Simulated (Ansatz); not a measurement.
# BH4NOSi: the cost of one run

Program: Ansatz 0.2.0. Level of theory: RKS PBE-D4/STO-3G. These are calculated values, not measurements.

### Step 1. The system as given

Bond lengths: O1–Si2 1.678 Å, Si2–B3 1.982 Å, Si2–N4 1.705 Å, B3–N4 1.439 Å, O1–H5 1.037 Å, Si2–H6 1.483 Å, B3–H7 1.223 Å, N4–H8 1.065 Å. Angles: O1–Si2–B3 111.8°, O1–Si2–N4 110.8°, O1–Si2–H6 119.2°, B3–Si2–N4 45.2°, B3–Si2–H6 128.8°, N4–Si2–H6 108.6°, Si2–O1–H5 105.2°, Si2–B3–N4 57.2°, Si2–B3–H7 150.4°, N4–B3–H7 152.3°, Si2–N4–B3 77.6°, Si2–N4–H8 106.3°, B3–N4–H8 105.9°.

Coordinates:

```xyz
8

O    -0.5640    0.8939   -1.4041
Si    0.1617    0.7536    0.1027
B     1.1110   -0.9747    0.3036
N    -0.2132   -0.7475    0.8192
H    -1.5545    1.1280   -1.2080
H    -0.0474    1.8224    1.1094
H     2.0750   -1.6919    0.0737
H    -0.8766   -1.2409    0.1477
```

### Step 2. End point A

input.yaml

```yaml
crystal:
  periodic: [false, false, false]
  atoms:
    - { symbol: O, position_ang: [-0.564, 0.8939, -1.4041] }
    - { symbol: Si, position_ang: [0.1617, 0.7536, 0.1027] }
    - { symbol: B, position_ang: [1.111, -0.9747, 0.3036] }
    - { symbol: "N", position_ang: [-0.2132, -0.7475, 0.8192] }
    - { symbol: H, position_ang: [-1.5545, 1.128, -1.208] }
    - { symbol: H, position_ang: [-0.0474, 1.8224, 1.1094] }
    - { symbol: H, position_ang: [2.075, -1.6919, 0.0737] }
    - { symbol: H, position_ang: [-0.8766, -1.2409, 0.1477] }
basis:
  gaussian: { orbitals: STO-3G }
hamiltonian:
  xc: pbe
  dispersion: d4
relax:
  f_tol: 0.015
  max_steps: 40
```

Command:

```
$ ansatz run input.yaml --threads 1 --pin off --max-ram 2048MiB --backend cpu --events-out ev --progress --plain --runs-dir out
```

What time and memory should one allow on 1 thread of Arm Neoverse V1, shared host?

About 22 s, with a peak of 0.14 GiB.
